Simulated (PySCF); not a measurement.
# C₃H₆STe− (doublet): EPR parameters, part 1 of 2

What do calculations give for the EPR parameters of C₃H₆STe− (doublet) (`C[C]([S-])C[TeH]`)?

Computed with PySCF 2.14.0 and routines of our own; the level stands in each step. Atoms count from 0.

## (1) The system as given

11 atoms, charge -1, multiplicity 2; geometry from: GFN2-xTB.

## (2) EPR parameters: BP86/pcH-1 Te:dyall-v2z (BP86), spin–orbit

The job: settings as JSON, then the geometry in Å.

```
{"job": {"kind": "hepr", "xc": "BP86", "basis": {"default": "pcH-1", "Te": "dyall-v2z"}, "rel": "so"}, "charge": -1, "multiplicity": 2}
C     -1.192113     0.534583    -0.868999
C     -0.377002    -0.631220    -0.392137
S     -0.215072    -1.984139    -1.405805
C      0.375089    -0.474812     0.768780
Te     2.447744     0.880965     0.324633
H     -1.788818     0.258380    -1.736519
H     -0.528219     1.362207    -1.150413
H     -1.855416     0.900523    -0.078957
H     -0.014059     0.199101     1.521815
H      0.832019    -1.363750     1.176865
H      2.321271     1.675623     1.814773
```

Method: BP86/pcH-1 Te:dyall-v2z EPR parameters from three collinear SCF solutions, X2C with spin-orbit coupling, screened-nuclear two-electron part, Gaussian nuclei, gas phase.

Launch:

```bash
$ OMP_NUM_THREADS=1 python heavy_run.py task.json out
```

One launch serves the whole session: the jobs run in the order shown.

Log:

```text
spin-free SCF
coarse grid: 44720 points
cycle   1  E = -7311.7526565356  dE = -7.401e-02  |g| = 4.243e-01  |ddm| = 2.152e+00
cycle   2  E = -7310.9322020584  dE =  8.205e-01  |g| = 1.015e+00  |ddm| = 3.864e+00
cycle   3  E = -7311.7697500290  dE = -8.375e-01  |g| = 3.354e-01  |ddm| = 3.792e+00
cycle   4  E = -7311.8604321768  dE = -9.068e-02  |g| = 1.013e-01  |ddm| = 9.020e-01
cycle   5  E = -7311.8625716566  dE = -2.139e-03  |g| = 6.066e-02  |ddm| = 1.468e-01
cycle   6  E = -7311.8651490650  dE = -2.577e-03  |g| = 2.531e-02  |ddm| = 9.458e-02
cycle   7  E = -7311.8655607567  dE = -4.117e-04  |g| = 5.965e-03  |ddm| = 5.152e-02
cycle   8  E = -7311.8655640187  dE = -3.262e-06  |g| = 5.250e-03  |ddm| = 1.405e-02
cycle   9  E = -7311.8655790879  dE = -1.507e-05  |g| = 1.689e-03  |ddm| = 8.093e-03
cycle  10  E = -7311.8655806487  dE = -1.561e-06  |g| = 4.043e-04  |ddm| = 2.714e-03
final grid: 91648 points
cycle  11  E = -7311.8662400182  dE = -3.903e-06  |g| = 8.814e-04  |ddm| = 2.479e-03
cycle  12  E = -7311.8662389458  dE =  1.072e-06  |g| = 1.561e-03  |ddm| = 3.657e-03
cycle  13  E = -7311.8662403513  dE = -1.405e-06  |g| = 3.248e-04  |ddm| = 2.625e-03
cycle  14  E = -7311.8662403414  dE =  9.952e-09  |g| = 2.392e-04  |ddm| = 7.100e-04
cycle  15  E = -7311.8662404114  dE = -6.998e-08  |g| = 6.350e-05  |ddm| = 3.295e-04
cycle  16  E = -7311.8662403757  dE =  3.561e-08  |g| = 1.151e-05  |ddm| = 1.007e-04
cycle  17  E = -7311.8662403758  dE = -8.731e-11  |g| = 3.724e-06  |ddm| = 2.776e-05
converged SCF energy = -7311.8662403758
two-component SCF, magnetisation along principal axis 1
cycle   1  E = -7311.0367138469  dE = -7.311e+03  |FDS-SDF| = 1.135e+02
cycle   2  E = -7312.9568286238  dE = -1.920e+00  |FDS-SDF| = 7.330e-02
cycle   3  E = -7312.9568322236  dE = -3.600e-06  |FDS-SDF| = 1.702e-02
cycle   4  E = -7312.9568301168  dE =  2.107e-06  |FDS-SDF| = 1.006e-02
cycle   5  E = -7312.9568364320  dE = -6.315e-06  |FDS-SDF| = 4.138e-03
cycle   6  E = -7312.9568410757  dE = -4.644e-06  |FDS-SDF| = 9.219e-04
cycle   7  E = -7312.9568412089  dE = -1.332e-07  |FDS-SDF| = 4.636e-04
cycle   8  E = -7312.9568412715  dE = -6.258e-08  |FDS-SDF| = 5.722e-05
cycle   9  E = -7312.9568412722  dE = -7.694e-10  |FDS-SDF| = 1.854e-05
converged, E = -7312.9568412722
two-component SCF, magnetisation along principal axis 2
cycle   1  E = -7311.0367138469  dE = -7.311e+03  |FDS-SDF| = 1.135e+02
cycle   2  E = -7312.9568344000  dE = -1.920e+00  |FDS-SDF| = 7.330e-02
cycle   3  E = -7312.9568380184  dE = -3.618e-06  |FDS-SDF| = 1.702e-02
cycle   4  E = -7312.9568358815  dE =  2.137e-06  |FDS-SDF| = 1.006e-02
cycle   5  E = -7312.9568422246  dE = -6.343e-06  |FDS-SDF| = 4.148e-03
cycle   6  E = -7312.9568468858  dE = -4.661e-06  |FDS-SDF| = 9.184e-04
cycle   7  E = -7312.9568470177  dE = -1.319e-07  |FDS-SDF| = 4.637e-04
cycle   8  E = -7312.9568470805  dE = -6.283e-08  |FDS-SDF| = 5.756e-05
cycle   9  E = -7312.9568470813  dE = -7.585e-10  |FDS-SDF| = 1.896e-05
converged, E = -7312.9568470813
two-component SCF, magnetisation along principal axis 3
cycle   1  E = -7311.0367138469  dE = -7.311e+03  |FDS-SDF| = 1.135e+02
cycle   2  E = -7312.9568373167  dE = -1.920e+00  |FDS-SDF| = 7.330e-02
cycle   3  E = -7312.9568408734  dE = -3.557e-06  |FDS-SDF| = 1.702e-02
cycle   4  E = -7312.9568385986  dE =  2.275e-06  |FDS-SDF| = 1.006e-02
cycle   5  E = -7312.9568450361  dE = -6.438e-06  |FDS-SDF| = 4.189e-03
cycle   6  E = -7312.9568498127  dE = -4.777e-06  |FDS-SDF| = 9.210e-04
cycle   7  E = -7312.9568499422  dE = -1.295e-07  |FDS-SDF| = 4.696e-04
cycle   8  E = -7312.9568500061  dE = -6.392e-08  |FDS-SDF| = 5.667e-05
cycle   9  E = -7312.9568500069  dE = -7.813e-10  |FDS-SDF| = 1.787e-05
converged, E = -7312.9568500069

g tensor 1.97325 1.99329 2.18586   isotropic 2.05080

Hyperfine (MHz)
atom isotope      a_iso        A1        A2        A3
  0    13C       -5.40      -6.17      -5.72      -4.29
  1    13C       13.15      -8.57      -7.48      55.50
  2    33S        1.45     -22.97     -20.70      48.00
  3    13C       79.94      67.10      68.80     103.90
  4  125Te     -497.67   -1272.37    -307.10      86.46
  5     1H        0.51      -1.27      -0.93       3.73
  6     1H       22.68      20.39      21.68      25.97
  7     1H       12.72      10.58      10.94      16.62
  8     1H        1.21      -6.33      -0.42      10.36
  9     1H       -6.08     -12.33      -7.56       1.64
 10     1H      -16.61     -19.30     -17.81     -12.71

Field gradients (au) and densities at the nuclei (bohr^-3)
atom        Vxx        Vyy        Vzz        centre      nuclear mean
  0 C      0.0074     0.0350    -0.0424        126.539        126.537
  1 C     -0.0095    -0.1707     0.1802        126.658        126.655
  2 S      0.4215     1.7260    -2.1475       2364.234       2371.456
  3 C     -0.0795    -0.1436     0.2231        126.691        126.689
  4 Te     0.8283     6.9695    -7.7978     225480.205     218603.204
  5 H     -0.1515    -0.1557     0.3072          0.490          0.490
  6 H     -0.1428    -0.1479     0.2907          0.481          0.481
  7 H     -0.1472    -0.1567     0.3039          0.489          0.489
  8 H     -0.1532    -0.1710     0.3242          0.493          0.493
  9 H     -0.1561    -0.1705     0.3266          0.492          0.492
 10 H     -0.0630    -0.0757     0.1387          0.396          0.396
without picture change
  4 Te                          -8.4559                    486734.012
```

It took 3.5 min on 1 thread of Intel Xeon at 2.50GHz, shared host; peak memory 1.2 GiB.

Key values:

```
quantity   value
  g(iso)  2.0508
```

Mulliken spin populations:

```
atom  value (e)
  C0      -0.02
  C1       0.20
  S2       0.29
  C3       0.09
 Te4       0.44
  H5       0.00
  H6       0.02
  H7       0.00
  H8       0.00
  H9      -0.01
 H10      -0.02
```

## (3) EPR parameters: PBE/pcH-1 Te:dyall-v2z (PBE), spin–orbit

The job, as its differences from that of step 2:

```diff
@@ -1,2 +1,2 @@
-{"job": {"kind": "hepr", "xc": "BP86", "basis": {"default": "pcH-1", "Te": "dyall-v2z"}, "rel": "so"}, "charge": -1, "multiplicity": 2}
+{"job": {"kind": "hepr", "xc": "PBE", "basis": {"default": "pcH-1", "Te": "dyall-v2z"}, "rel": "so"}, "charge": -1, "multiplicity": 2}
 C     -1.192113     0.534583    -0.868999
```

Level: PBE/pcH-1 Te:dyall-v2z EPR parameters from three collinear SCF solutions, X2C with spin-orbit coupling, screened-nuclear two-electron part, Gaussian nuclei, gas phase.

Log:

```text
spin-free SCF
coarse grid: 44720 points
cycle   1  E = -7310.1615007255  dE = -6.981e-02  |g| = 4.350e-01  |ddm| = 2.153e+00
cycle   2  E = -7309.1469016042  dE =  1.015e+00  |g| = 1.070e+00  |ddm| = 4.417e+00
cycle   3  E = -7310.1626105291  dE = -1.016e+00  |g| = 3.619e-01  |ddm| = 4.359e+00
cycle   4  E = -7310.2719438260  dE = -1.093e-01  |g| = 9.706e-02  |ddm| = 9.430e-01
cycle   5  E = -7310.2727432010  dE = -7.994e-04  |g| = 6.789e-02  |ddm| = 1.615e-01
cycle   6  E = -7310.2757800585  dE = -3.037e-03  |g| = 2.851e-02  |ddm| = 1.035e-01
cycle   7  E = -7310.2762823907  dE = -5.023e-04  |g| = 7.360e-03  |ddm| = 5.478e-02
cycle   8  E = -7310.2762868899  dE = -4.499e-06  |g| = 6.844e-03  |ddm| = 1.835e-02
cycle   9  E = -7310.2763128817  dE = -2.599e-05  |g| = 1.742e-03  |ddm| = 9.900e-03
cycle  10  E = -7310.2763145891  dE = -1.707e-06  |g| = 4.563e-04  |ddm| = 3.012e-03
final grid: 91648 points
cycle  11  E = -7310.2772815614  dE = -5.551e-06  |g| = 3.484e-03  |ddm| = 2.691e-03
cycle  12  E = -7310.2772802618  dE =  1.300e-06  |g| = 1.654e-03  |ddm| = 4.268e-03
cycle  13  E = -7310.2772786607  dE =  1.601e-06  |g| = 2.298e-03  |ddm| = 6.774e-03
cycle  14  E = -7310.2772819222  dE = -3.262e-06  |g| = 4.191e-04  |ddm| = 4.362e-03
cycle  15  E = -7310.2772820523  dE = -1.301e-07  |g| = 6.475e-05  |ddm| = 8.298e-04
cycle  16  E = -7310.2772820547  dE = -2.313e-09  |g| = 1.218e-05  |ddm| = 9.527e-05
converged SCF energy = -7310.2772820547
two-component SCF, magnetisation along principal axis 1
cycle   1  E = -7309.4481165811  dE = -7.309e+03  |FDS-SDF| = 1.135e+02
cycle   2  E = -7311.3671532738  dE = -1.919e+00  |FDS-SDF| = 7.337e-02
cycle   3  E = -7311.3671569237  dE = -3.650e-06  |FDS-SDF| = 1.693e-02
cycle   4  E = -7311.3671552178  dE =  1.706e-06  |FDS-SDF| = 9.940e-03
cycle   5  E = -7311.3671606845  dE = -5.467e-06  |FDS-SDF| = 4.119e-03
cycle   6  E = -7311.3671653968  dE = -4.712e-06  |FDS-SDF| = 9.171e-04
cycle   7  E = -7311.3671655383  dE = -1.414e-07  |FDS-SDF| = 4.526e-04
cycle   8  E = -7311.3671655983  dE = -6.003e-08  |FDS-SDF| = 5.780e-05
cycle   9  E = -7311.3671655990  dE = -7.130e-10  |FDS-SDF| = 2.131e-05
converged, E = -7311.3671655990
two-component SCF, magnetisation along principal axis 2
cycle   1  E = -7309.4481165811  dE = -7.309e+03  |FDS-SDF| = 1.135e+02
cycle   2  E = -7311.3671593160  dE = -1.919e+00  |FDS-SDF| = 7.337e-02
cycle   3  E = -7311.3671629843  dE = -3.668e-06  |FDS-SDF| = 1.693e-02
cycle   4  E = -7311.3671612455  dE =  1.739e-06  |FDS-SDF| = 9.949e-03
cycle   5  E = -7311.3671667382  dE = -5.493e-06  |FDS-SDF| = 4.131e-03
cycle   6  E = -7311.3671714730  dE = -4.735e-06  |FDS-SDF| = 9.135e-04
cycle   7  E = -7311.3671716132  dE = -1.402e-07  |FDS-SDF| = 4.528e-04
cycle   8  E = -7311.3671716735  dE = -6.030e-08  |FDS-SDF| = 5.821e-05
cycle   9  E = -7311.3671716743  dE = -7.840e-10  |FDS-SDF| = 2.186e-05
converged, E = -7311.3671716743
two-component SCF, magnetisation along principal axis 3
cycle   1  E = -7309.4481165811  dE = -7.309e+03  |FDS-SDF| = 1.135e+02
cycle   2  E = -7311.3671623809  dE = -1.919e+00  |FDS-SDF| = 7.337e-02
cycle   3  E = -7311.3671659928  dE = -3.612e-06  |FDS-SDF| = 1.692e-02
cycle   4  E = -7311.3671641374  dE =  1.855e-06  |FDS-SDF| = 9.946e-03
cycle   5  E = -7311.3671697163  dE = -5.579e-06  |FDS-SDF| = 4.166e-03
cycle   6  E = -7311.3671745461  dE = -4.830e-06  |FDS-SDF| = 9.163e-04
cycle   7  E = -7311.3671746837  dE = -1.376e-07  |FDS-SDF| = 4.592e-04
cycle   8  E = -7311.3671747453  dE = -6.161e-08  |FDS-SDF| = 5.717e-05
cycle   9  E = -7311.3671747460  dE = -7.285e-10  |FDS-SDF| = 2.066e-05
converged, E = -7311.3671747460

g tensor 1.97422 1.99452 2.18532   isotropic 2.05136

Hyperfine (MHz)
atom isotope      a_iso        A1        A2        A3
  0    13C       -5.88      -6.65      -6.20      -4.79
  1    13C       15.58      -6.11      -5.05      57.89
  2    33S        0.63     -23.83     -21.56      47.27
  3    13C       80.27      67.68      69.34     103.79
  4  125Te     -470.99   -1247.84    -277.33     112.18
  5     1H        0.49      -1.29      -0.95       3.70
  6     1H       22.89      20.60      21.90      26.17
  7     1H       12.72      10.58      10.96      16.62
  8     1H        1.16      -6.30      -0.45      10.23
  9     1H       -6.19     -12.37      -7.63       1.44
 10     1H      -17.53     -20.20     -18.83     -13.55

Field gradients (au) and densities at the nuclei (bohr^-3)
atom        Vxx        Vyy        Vzz        centre      nuclear mean
  0 C      0.0073     0.0362    -0.0435        126.320        126.318
  1 C     -0.0061    -0.1663     0.1724        126.429        126.427
  2 S      0.4178     1.7158    -2.1336       2362.246       2369.462
  3 C     -0.0795    -0.1409     0.2204        126.467        126.465
  4 Te     0.8873     6.8814    -7.7687     225136.457     218313.133
  5 H     -0.1510    -0.1552     0.3062          0.488          0.488
  6 H     -0.1424    -0.1474     0.2899          0.479          0.479
  7 H     -0.1467    -0.1561     0.3028          0.487          0.487
  8 H     -0.1529    -0.1706     0.3236          0.491          0.491
  9 H     -0.1558    -0.1701     0.3259          0.490          0.490
 10 H     -0.0631    -0.0759     0.1390          0.394          0.394
without picture change
  4 Te                          -8.4246                    486148.742
```

Wall time 3.4 min (1 thread of Intel Xeon at 2.50GHz, shared host); peak memory 1.2 GiB.

Key values:

```
quantity   value
  g(iso)  2.0514
```

## (4) EPR parameters: B3LYP/pcH-1 Te:dyall-v2z (B3LYP), spin–orbit

The job, as its differences from that of step 3:

```diff
@@ -1,2 +1,2 @@
-{"job": {"kind": "hepr", "xc": "PBE", "basis": {"default": "pcH-1", "Te": "dyall-v2z"}, "rel": "so"}, "charge": -1, "multiplicity": 2}
+{"job": {"kind": "hepr", "xc": "B3LYP", "basis": {"default": "pcH-1", "Te": "dyall-v2z"}, "rel": "so"}, "charge": -1, "multiplicity": 2}
 C     -1.192113     0.534583    -0.868999
```

Method: B3LYP/pcH-1 Te:dyall-v2z EPR parameters from three collinear SCF solutions, X2C with spin-orbit coupling, screened-nuclear two-electron part, Gaussian nuclei, gas phase.

Log:

```text
spin-free SCF
coarse grid: 44720 points
cycle   1  E = -7311.0488993167  dE = -4.354e-02  |g| = 3.582e-01  |ddm| = 2.111e+00
cycle   2  E = -7311.0067107600  dE =  4.219e-02  |g| = 4.449e-01  |ddm| = 1.376e+00
cycle   3  E = -7311.1268215909  dE = -1.201e-01  |g| = 6.836e-02  |ddm| = 8.842e-01
cycle   4  E = -7311.1288457330  dE = -2.024e-03  |g| = 5.291e-02  |ddm| = 2.117e-01
cycle   5  E = -7311.1301586778  dE = -1.313e-03  |g| = 7.874e-03  |ddm| = 7.616e-02
cycle   6  E = -7311.1301897002  dE = -3.102e-05  |g| = 4.517e-03  |ddm| = 1.618e-02
cycle   7  E = -7311.1302004786  dE = -1.078e-05  |g| = 1.465e-03  |ddm| = 5.896e-03
cycle   8  E = -7311.1302025394  dE = -2.061e-06  |g| = 5.049e-04  |ddm| = 3.461e-03
final grid: 91648 points
cycle   9  E = -7311.1307004729  dE = -2.280e-06  |g| = 7.910e-04  |ddm| = 2.353e-03
cycle  10  E = -7311.1306997140  dE =  7.589e-07  |g| = 1.400e-03  |ddm| = 2.647e-03
cycle  11  E = -7311.1307008399  dE = -1.126e-06  |g| = 1.845e-04  |ddm| = 1.774e-03
cycle  12  E = -7311.1307008604  dE = -2.048e-08  |g| = 7.295e-05  |ddm| = 3.537e-04
cycle  13  E = -7311.1307008670  dE = -6.563e-09  |g| = 3.262e-05  |ddm| = 1.780e-04
converged SCF energy = -7311.1307008670
two-component SCF, magnetisation along principal axis 1
cycle   1  E = -7310.3018048366  dE = -7.310e+03  |FDS-SDF| = 1.134e+02
cycle   2  E = -7312.2192193196  dE = -1.917e+00  |FDS-SDF| = 3.026e-01
cycle   3  E = -7312.2199060457  dE = -6.867e-04  |FDS-SDF| = 1.426e-02
cycle   4  E = -7312.2199832063  dE = -7.716e-05  |FDS-SDF| = 9.370e-03
cycle   5  E = -7312.2200002575  dE = -1.705e-05  |FDS-SDF| = 2.660e-03
cycle   6  E = -7312.2200109873  dE = -1.073e-05  |FDS-SDF| = 1.512e-03
cycle   7  E = -7312.2200140844  dE = -3.097e-06  |FDS-SDF| = 9.411e-04
cycle   8  E = -7312.2200147946  dE = -7.102e-07  |FDS-SDF| = 2.851e-04
cycle   9  E = -7312.2200149078  dE = -1.131e-07  |FDS-SDF| = 1.251e-04
cycle  10  E = -7312.2200149299  dE = -2.212e-08  |FDS-SDF| = 4.865e-05
converged, E = -7312.2200149299
two-component SCF, magnetisation along principal axis 2
cycle   1  E = -7310.3018048365  dE = -7.310e+03  |FDS-SDF| = 1.134e+02
cycle   2  E = -7312.2192203356  dE = -1.917e+00  |FDS-SDF| = 3.026e-01
cycle   3  E = -7312.2199081674  dE = -6.878e-04  |FDS-SDF| = 1.426e-02
cycle   4  E = -7312.2199857929  dE = -7.763e-05  |FDS-SDF| = 9.371e-03
cycle   5  E = -7312.2200029623  dE = -1.717e-05  |FDS-SDF| = 2.663e-03
cycle   6  E = -7312.2200137973  dE = -1.084e-05  |FDS-SDF| = 1.515e-03
cycle   7  E = -7312.2200169293  dE = -3.132e-06  |FDS-SDF| = 9.431e-04
cycle   8  E = -7312.2200176466  dE = -7.173e-07  |FDS-SDF| = 2.857e-04
cycle   9  E = -7312.2200177599  dE = -1.133e-07  |FDS-SDF| = 1.248e-04
cycle  10  E = -7312.2200177808  dE = -2.086e-08  |FDS-SDF| = 4.694e-05
converged, E = -7312.2200177808
two-component SCF, magnetisation along principal axis 3
cycle   1  E = -7310.3018048365  dE = -7.310e+03  |FDS-SDF| = 1.134e+02
cycle   2  E = -7312.2192214985  dE = -1.917e+00  |FDS-SDF| = 3.026e-01
cycle   3  E = -7312.2199098936  dE = -6.884e-04  |FDS-SDF| = 1.427e-02
cycle   4  E = -7312.2199877303  dE = -7.784e-05  |FDS-SDF| = 9.372e-03
cycle   5  E = -7312.2200049493  dE = -1.722e-05  |FDS-SDF| = 2.664e-03
cycle   6  E = -7312.2200158277  dE = -1.088e-05  |FDS-SDF| = 1.515e-03
cycle   7  E = -7312.2200189712  dE = -3.144e-06  |FDS-SDF| = 9.430e-04
cycle   8  E = -7312.2200196917  dE = -7.205e-07  |FDS-SDF| = 2.863e-04
cycle   9  E = -7312.2200198083  dE = -1.166e-07  |FDS-SDF| = 1.263e-04
cycle  10  E = -7312.2200198324  dE = -2.411e-08  |FDS-SDF| = 5.092e-05
converged, E = -7312.2200198324

g tensor 1.97322 1.99148 2.17702   isotropic 2.04724

Hyperfine (MHz)
atom isotope      a_iso        A1        A2        A3
  0    13C       -6.73      -7.56      -7.00      -5.62
  1    13C       21.16      -1.09      -0.28      64.85
  2    33S        6.00     -19.38     -18.09      55.48
  3    13C       87.73      76.50      78.07     108.63
  4  125Te     -650.21   -1502.04    -414.79     -33.82
  5     1H        0.62      -1.16      -0.85       3.87
  6     1H       22.31      19.97      21.25      25.72
  7     1H       13.08      10.86      11.34      17.05
  8     1H        0.66      -6.66      -0.97       9.59
  9     1H       -6.42     -12.49      -7.88       1.12
 10     1H      -18.51     -21.63     -19.32     -14.58

Field gradients (au) and densities at the nuclei (bohr^-3)
atom        Vxx        Vyy        Vzz        centre      nuclear mean
  0 C      0.0078     0.0354    -0.0432        126.170        126.168
  1 C     -0.0319    -0.1909     0.2228        126.304        126.302
  2 S      0.3864     1.8389    -2.2253       2360.308       2367.518
  3 C     -0.0911    -0.1618     0.2529        126.329        126.326
  4 Te     0.7454     7.3387    -8.0840     225085.160     218238.710
  5 H     -0.1493    -0.1540     0.3033          0.496          0.496
  6 H     -0.1407    -0.1463     0.2870          0.487          0.487
  7 H     -0.1452    -0.1551     0.3003          0.495          0.495
  8 H     -0.1509    -0.1689     0.3198          0.499          0.499
  9 H     -0.1537    -0.1682     0.3219          0.497          0.497
 10 H     -0.0632    -0.0761     0.1393          0.402          0.402
without picture change
  4 Te                          -8.7708                    485909.218
```

Wall time 8.9 min (1 thread of Intel Xeon at 2.50GHz, shared host); peak memory 1.4 GiB.

In short:

```
quantity   value
  g(iso)  2.0472
```

(Continued in part 2 of 2.)
